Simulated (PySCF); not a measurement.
# Fe, Fe⁺: ionisation energy in x2c-TZVPall

Aim: the ionisation energy of iron from differences of total energies, at each level of theory, and how far each lands from the tabulated value where there is one.

Method: unrestricted determinants in a Gaussian basis, no spin-orbit coupling in the energies. Code: PySCF 2.14.0.

### 1 The system

* Element: iron (Z = 26)
* Basis: x2c-TZVPall
* Hamiltonian: the spin-free X2C one-electron Hamiltonian (Gaussian nucleus)
* State 1: Fe: [Ar] 3d6 4s2, high-spin 5D determinant
* State 2: Fe⁺: [Ar] 3d6 4s1, high-spin 6D determinant
* Methods: UHF, B3LYP, PBE, MP2
* Core shells frozen in the correlated runs: valence: [Ar] (for Fe)

The outer shells:

Fe [Ar] 3d6 4s2
```
[Ar] core
3d [↑↓][↑ ][↑ ][↑ ][↑ ]
4s [↑↓]
```

Fe+ [Ar] 3d6 4s1
```
[Ar] core
3d [↑↓][↑ ][↑ ][↑ ][↑ ]
4s [↑ ]
```

One driver process ran all states and methods and kept the integrals in memory. Each run is shown as a PySCF script that sums up its settings (the driver passes frozen orbitals as a list and adds second-order terms of double hybrids); the logs are those of the runs themselves. The driver starts from symmetry-adapted Hartree-Fock orbitals, holds the occupation by maximum overlap and uses a logarithmic radial grid for functionals, so a plain start would take other cycles.

It was started by

```console
$ OMP_NUM_THREADS=1 python atomrun2.py TASK.json OUT
```

The integrals over 48 functions and the set-up took 0.43 s of CPU time.

### 2 Fe: the ladder of methods

#### UHF

Contents of input.py:

```python
from pyscf import gto, scf, dft, mp, cc
import basis_set_exchange as bse
mol = gto.M(atom="Fe 0 0 0", charge=0, spin=4, symmetry="D2h",
            basis=gto.basis.parse(bse.get_basis("x2c-TZVPall", elements=["Fe"], fmt="nwchem", header=False)),
            nucmod="G")
mf = scf.UHF(mol).sfx2c1e()
mf.irrep_nelec = {'Ag': (6, 4), 'B1g': (1, 1), 'B2g': (1, 0), 'B3g': (1, 0), 'B1u': (2, 2), 'B2u': (2, 2), 'B3u': (2, 2)}
mf.kernel()
```

#### B3LYP

input.py, as changed from the run before:

```diff
@@ -5,3 +5,3 @@
             nucmod="G")
-mf = scf.UHF(mol).sfx2c1e()
+mf = dft.UKS(mol, xc="B3LYP").sfx2c1e()
 mf.irrep_nelec = {'Ag': (6, 4), 'B1g': (1, 1), 'B2g': (1, 0), 'B3g': (1, 0), 'B1u': (2, 2), 'B2u': (2, 2), 'B3u': (2, 2)}
```

#### PBE

input.py, as changed from the run before:

```diff
@@ -5,3 +5,3 @@
             nucmod="G")
-mf = dft.UKS(mol, xc="B3LYP").sfx2c1e()
+mf = dft.UKS(mol, xc="PBE").sfx2c1e()
 mf.irrep_nelec = {'Ag': (6, 4), 'B1g': (1, 1), 'B2g': (1, 0), 'B3g': (1, 0), 'B1u': (2, 2), 'B2u': (2, 2), 'B3u': (2, 2)}
```

#### MP2 (valence)

input.py, as changed from the run before:

```diff
@@ -5,4 +5,5 @@
             nucmod="G")
-mf = dft.UKS(mol, xc="PBE").sfx2c1e()
+mf = scf.UHF(mol).sfx2c1e()
 mf.irrep_nelec = {'Ag': (6, 4), 'B1g': (1, 1), 'B2g': (1, 0), 'B3g': (1, 0), 'B1u': (2, 2), 'B2u': (2, 2), 'B3u': (2, 2)}
 mf.kernel()
+mp.UMP2(mf, frozen=9).kernel()
```

### 3 Fe⁺

#### UHF

Contents of input.py:

```python
from pyscf import gto, scf, dft, mp, cc
import basis_set_exchange as bse
mol = gto.M(atom="Fe 0 0 0", charge=1, spin=5, symmetry="D2h",
            basis=gto.basis.parse(bse.get_basis("x2c-TZVPall", elements=["Fe"], fmt="nwchem", header=False)),
            nucmod="G")
mf = scf.UHF(mol).sfx2c1e()
mf.irrep_nelec = {'Ag': (6, 3), 'B1g': (1, 1), 'B2g': (1, 0), 'B3g': (1, 0), 'B1u': (2, 2), 'B2u': (2, 2), 'B3u': (2, 2)}
mf.kernel()
```

#### B3LYP

input.py, as changed from the run before:

```diff
@@ -5,3 +5,3 @@
             nucmod="G")
-mf = scf.UHF(mol).sfx2c1e()
+mf = dft.UKS(mol, xc="B3LYP").sfx2c1e()
 mf.irrep_nelec = {'Ag': (6, 3), 'B1g': (1, 1), 'B2g': (1, 0), 'B3g': (1, 0), 'B1u': (2, 2), 'B2u': (2, 2), 'B3u': (2, 2)}
```

#### PBE

input.py, as changed from the run before:

```diff
@@ -5,3 +5,3 @@
             nucmod="G")
-mf = dft.UKS(mol, xc="B3LYP").sfx2c1e()
+mf = dft.UKS(mol, xc="PBE").sfx2c1e()
 mf.irrep_nelec = {'Ag': (6, 3), 'B1g': (1, 1), 'B2g': (1, 0), 'B3g': (1, 0), 'B1u': (2, 2), 'B2u': (2, 2), 'B3u': (2, 2)}
```

#### MP2 (valence)

input.py, as changed from the run before:

```diff
@@ -5,4 +5,5 @@
             nucmod="G")
-mf = dft.UKS(mol, xc="PBE").sfx2c1e()
+mf = scf.UHF(mol).sfx2c1e()
 mf.irrep_nelec = {'Ag': (6, 3), 'B1g': (1, 1), 'B2g': (1, 0), 'B3g': (1, 0), 'B1u': (2, 2), 'B2u': (2, 2), 'B3u': (2, 2)}
 mf.kernel()
+mp.UMP2(mf, frozen=9).kernel()
```

Before running it: what results should come out?

As calculated:

```
             quantity                                               value
ionisation energy, Fe  UHF 6.438, MP2 (valence) 7.345 eV; reference 7.904
```

Each level's miss and price (over 1 difference):

```
           method  mean absolute miss against the measured value (with the measured fine structure taken into account where it is known) (eV)  CPU time, both states (s)
              UHF                                                                                                                       1.466                       0.63
            B3LYP                                                                                                                       0.161                        3.4
              PBE                                                                                                                       0.043                        2.4
    MP2 (valence)                                                                                                                       0.559                       0.75
SCS-MP2 (valence)                                                                                                                       0.403                       0.75
```

PBE lands nearest to the measured value (off by 0.04 eV); UHF misses by most (1.47 eV). Hartree-Fock falls short because the species with more electrons holds more correlation energy, which it lacks. PBE is off by -0.04 eV. All values hold for this basis alone; no basis-set limit was taken. The dearest level timed, B3LYP, costs 5.4 times the cheapest, UHF, and differs from the measured value (with the measured fine structure taken into account where it is known) by 0.16 against 1.47 eV.
